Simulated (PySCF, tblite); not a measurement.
# C₃H₁₀B₂NP: geometry, infrared bands and NMR shifts

Aim: predict the infrared bands and NMR shifts of C₃H₁₀B₂NP (`B/C=C(/C)B(N)P`).

Computed with tblite 0.8.0 and PySCF 2.14.0, with density-fitted response routines of our own, on a single molecule in the gas phase. Atoms are numbered from 0 throughout.

## Step 1: The starting structure

17 atoms, charge 0, multiplicity 1; geometry from: force field or distance geometry start.

Bonds of the start (Å): B0–C1 1.57, C1–C2 1.37, C2–C3 1.51, C2–B4 1.58, B4–N5 1.52, B4–P6 1.94, B0–H7 1.18, B0–H8 1.18, C1–H9 1.08, C3–H10 1.12, C3–H11 1.12, C3–H12 1.09, N5–H13 1.05, N5–H14 1.05, P6–H15 1.45, P6–H16 1.45.

## Step 2: Optimising the geometry with GFN2-xTB

The job: settings as JSON, then the geometry in Å.

```
{"job": {"kind": "relax", "xc": "GFN2-xTB", "basis": "xTB"}, "charge": 0, "multiplicity": 1}
B     -0.954600     2.345700     0.141500
C     -1.457100     0.860100     0.003000
C     -0.661100    -0.253300    -0.021700
C     -1.319600    -1.573700    -0.321800
B      0.912800    -0.229400     0.158800
N      1.565200     0.770400     1.097800
P      1.984700    -1.656800    -0.607100
H      0.180800     2.651400     0.061700
H     -1.760100     3.212300     0.162500
H     -2.531200     0.744300    -0.096000
H     -2.401000    -1.580800    -0.049300
H     -0.839800    -2.389500     0.282200
H     -1.222900    -1.814700    -1.383500
H      2.587100     0.530400     1.182800
H      1.143400     0.629200     2.045500
H      3.191100    -0.862500    -0.702200
H      1.575300    -1.371300    -1.964200
```

Launch:

```sh
OMP_NUM_THREADS=1 python probes_run.py task.json out
```

This one command runs all jobs of the session in turn.

**Question.** This job is followed by: GFN2-xTB harmonic vibrations, gas phase; GIAO PBE0/pcSseg-1 NMR shielding, non-relativistic, gas phase. Predict these results of the whole session: strongest single infrared mode (GFN2-xTB); zero-point energy (GFN2-xTB); ¹³C shifts against TMS (PBE0/pcSseg-1); ¹H shifts against TMS (PBE0/pcSseg-1, means over atoms taken as alike); ¹¹B shifts against BF3·OEt2 (PBE0/pcSseg-1); ¹⁵N shifts against NH3 (PBE0/pcSseg-1); ³¹P shifts against H3PO4 (PBE0/pcSseg-1); surface potential, 1st and 99th percentile.

**Answer**, as computed:

| quantity | value |
| --- | --- |
| strongest single infrared mode (GFN2-xTB) | 2618 cm⁻¹, 177 km/mol |
| zero-point energy (GFN2-xTB) | 80.0 kcal/mol |
| ¹³C shifts against TMS (PBE0/pcSseg-1) | 200.8, 148.4, 33.3 ppm |
| ¹H shifts against TMS (PBE0/pcSseg-1, means over atoms taken as alike) | 7.36, 6.86, 4.26, 2.31, 1.67 ppm |
| ¹¹B shifts against BF3·OEt2 (PBE0/pcSseg-1) | 67.8, 45.7 ppm |
| ¹⁵N shifts against NH3 (PBE0/pcSseg-1) | 121.4 ppm |
| ³¹P shifts against H3PO4 (PBE0/pcSseg-1) | -238.9 ppm |
| surface potential, 1st and 99th percentile | -0.98 V and 1.86 V |

Over 147 steps the energy fell by 0.972 eV; of the close pairs, B4–N5 changed most, 1.519 to 1.380 Å. No mode is imaginary among the 45: a minimum at this level. The strongest single mode, at 2618 cm⁻¹, moves mainly H8 and H7. GFN2-xTB is a fitted tight-binding method: band positions and strengths are rough. Its intensities can rank the bands wrongly. At PBE0/pcSseg-1: The largest span, 297 ppm, is at C2, where the paramagnetic term is -275 ppm. At PBE0/pcSseg-1, counted by nearest atom on the grid, the HOMO lies on P6 53 %; B4 9 %, the LUMO on B0 33 %; C2 26 %.
